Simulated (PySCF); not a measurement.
# BrF3Si (Bromotrifluorosilane): the cost of one run

Computed with PySCF 2.14.0 and routines of our own; the level stands in each step. Atoms count from 0.

## 1. The starting structure

5 atoms, charge 0, multiplicity 1; geometry from: GFN2-xTB.

## 2. Geometry optimisation at PBE0-D3(BJ)/def2-SVP

Job settings and geometry (Å):

```
{"job": {"xc": "PBE0", "basis": "def2-SVP", "d3": "d3bj", "grid": 1, "maxiter": 30, "shake": 0.01, "kind": "geom"}, "charge": 0, "multiplicity": 1}
F     -0.737390    -1.169560    -0.826200
Si    -0.081150     0.006540    -0.012200
F     -0.424880     1.356450    -0.758880
F     -0.753170     0.071130     1.387860
Br     2.030160    -0.298530     0.171530
```

Command:

```bash
$ OMP_NUM_THREADS=1 python heavy_run.py task.json out
```

This one command runs all jobs of the session in turn.

Q: Estimate the wall time and peak memory of this first job on 1 thread of Intel Xeon Platinum 8175M at 2.50GHz, shared host.

About 56 s, with a peak of 0.4 GiB.
